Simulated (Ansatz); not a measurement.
**InSiH5 (SMILES [SiH3][InH2]) at B2PLYP/def2-TZVP (core potential)**

Aim: the energy change on altering one bond length of InSiH5 at B2PLYP/def2-TZVP (core potential), from 2 runs. 

The calculation is run with Ansatz 0.2.0.

37 further runs of the same task are left out: 37 set aside as unsound or not needed.

## 1. Starting point

InSiH5: 7 atoms, total charge 0, spin state singlet. As SMILES, `[SiH3][InH2]`. The shape is that of a PBE0-D4/def2-TZVP optimisation.

Bond lengths: Si1–In2 2.575 Å, Si1–H3 1.488 Å, Si1–H4 1.491 Å, Si1–H5 1.491 Å, In2–H6 1.729 Å, In2–H7 1.730 Å. Angles: Si1–In2–H6 122.1°, Si1–In2–H7 119.9°, In2–Si1–H3 113.2°, In2–Si1–H4 110.5°, In2–Si1–H5 110.1°, H6–In2–H7 118.0°, H3–Si1–H4 107.8°, H3–Si1–H5 107.7°, H4–Si1–H5 107.3°.

## 2. The energy at B2PLYP/def2-TZVP (core potential)

molecule.yaml

```yaml
basis:
  gaussian:
    orbitals: def2-TZVP
crystal:
  periodic: [false, false, false]
  atoms:
    - {symbol: Si, position_ang: [-0.667100, -0.641500, -0.642100]}
    - {symbol: In, position_ang: [0.830800, 0.837600, 0.840500]}
    - {symbol: H, position_ang: [-2.119900, -0.371100, -0.463600]}
    - {symbol: H, position_ang: [-0.432000, -2.083300, -0.345900]}
    - {symbol: H, position_ang: [-0.338000, -0.425500, -2.080000]}
    - {symbol: H, position_ang: [0.179100, 2.062100, 1.872000]}
    - {symbol: H, position_ang: [2.547100, 0.621800, 0.819100]}
magnetization:
  spin_polarized: false
  initial_magnetization: 0
hamiltonian:
  xc: {name: B2PLYP}
correlation:
  frozen_orbitals: {H: 0, In: 4, Si: 5}
accuracy: high
output: {orbitals: {seedname: orbitals}}
```

Launch:

```sh
$ ansatz run molecule.yaml --threads 1 --pin off --max-ram 3480MiB --events-out events.jsonl --progress --plain --runs-dir runs
```

What it wrote:

```text
Warning: RAYON_NUM_THREADS=1 ignored (pool sized by the plan → 1); use --threads N
Functional definition: B2PLYP
  name "B2PLYP"
  parameter a = 0.53
  parameter c = 0.27
  exchange = (1 - a)*b88_x + a*exact_x
  correlation = (1 - c)*lyp_c + c*(mp2_os + mp2_ss)
2299 factors; integrals over basis functions are off by at most 3.6e-9 eV
mean field evaluation 1: about -13118.4872 eV, gradient 1.3e1 eV
mean field evaluation 2: about -13118.6108 eV, gradient 1.3e1 eV
mean field evaluation 4: about -13119.1666 eV, gradient 1.6e0 eV
mean field evaluation 8: about -13119.1716 eV, gradient 8.1e-2 eV
mean field evaluation 16: about -13119.1716 eV, gradient 1.8e-5 eV
mean field -13119.17162020 eV, -482.1206645485 hartree, gradient 7.2e-8 eV, S^2 0.000000; 0 other end points of the search recorded, 0 dependent functions left out
9 core orbitals not correlated: weight in the atoms' cores, before any rotation towards them, 1.000 or more for the frozen orbitals, at most 0.000 for the correlated occupied ones
reference -13119.17164908 eV, -482.1206656096 hartree; 11, 11 occupied and 97, 97 virtual orbitals, 2299 factors
second order -13.56264664 eV of doubles, -0.00000000 eV of singles
Total energy: -13122.83356367 eV, -482.2552384888 hartree
```

It took 14 s on 1 thread of Arm Neoverse V2, shared host; peak memory 0.41 GiB.

## 3. The distorted shape

job.yaml

```yaml
crystal:
  periodic: [false, false, false]
  atoms:
    - {symbol: Si, position_ang: [-0.231298, -0.722613, -0.695645]}
    - {symbol: In, position_ang: [1.266602, 0.756487, 0.786955]}
    - {symbol: H, position_ang: [-2.119900, -0.371100, -0.463600]}
    - {symbol: H, position_ang: [0.003802, -2.164413, -0.399445]}
    - {symbol: H, position_ang: [0.097802, -0.506613, -2.133545]}
    - {symbol: H, position_ang: [0.614902, 1.980987, 1.818455]}
    - {symbol: H, position_ang: [2.982902, 0.540687, 0.765555]}
basis:
  gaussian: {orbitals: def2-TZVP}
magnetization: {spin_polarized: false, initial_magnetization: 0}
hamiltonian: {xc: {name: B2PLYP}}
correlation: {frozen_orbitals: {H: 0, In: 4, Si: 5}}
accuracy: high
output: {orbitals: {seedname: orbitals}}
```

Launch:

```sh
$ ansatz run job.yaml --threads 1 --pin off --max-ram 3480MiB --events-out events.jsonl --progress --plain --runs-dir runs
```

What it wrote (excerpt; [...] marks lines left out):

```text
Warning: RAYON_NUM_THREADS=1 ignored (pool sized by the plan → 1); use --threads N
[... 2 set-up lines as earlier in the session ...]
[...]
2295 factors; integrals over basis functions are off by at most 3.6e-9 eV
[...]
mean field -13118.12483652 eV, -482.0821959577 hartree, gradient 2.9e-8 eV, S^2 0.000000; 0 other end points of the search recorded, 0 dependent functions left out
9 core orbitals not correlated: weight in the atoms' cores, before any rotation towards them, 1.000 or more for the frozen orbitals, at most 0.000 for the correlated occupied ones
reference -13118.12486585 eV, -482.0821970358 hartree; 11, 11 occupied and 97, 97 virtual orbitals, 2295 factors
second order -13.67058231 eV of doubles, -0.00000000 eV of singles
Total energy: -13121.81592308 eV, -482.2178408868 hartree
```

It took 14 s on 1 thread of Arm Neoverse V2, shared host; peak memory 0.4 GiB.

## 4. Results

Level: B2PLYP/def2-TZVP (core potential), 9 core orbitals frozen.

```
                                                          quantity          value
                                         first shape: total energy  -482.25524 Eh
                    first shape: HOMO energy (SCF part's orbitals)       -8.20 eV
                    first shape: LUMO energy (SCF part's orbitals)       -1.22 eV
                  first shape: HOMO–LUMO gap (SCF part's orbitals)        6.97 eV
                                     distorted shape: total energy  -482.21784 Eh
                distorted shape: HOMO energy (SCF part's orbitals)       -8.27 eV
                distorted shape: LUMO energy (SCF part's orbitals)       -1.32 eV
              distorted shape: HOMO–LUMO gap (SCF part's orbitals)        6.95 eV
energy change with the Si1–H3 bond stretched from 1.488 to 1.935 Å       1.018 eV
```

**Reading.** With the Si1–H3 bond stretched from 1.488 to 1.935 Å the energy rises by 1.02 eV (98 kJ/mol). The first shape isn't relaxed at this level, so the change isn't measured from a minimum.
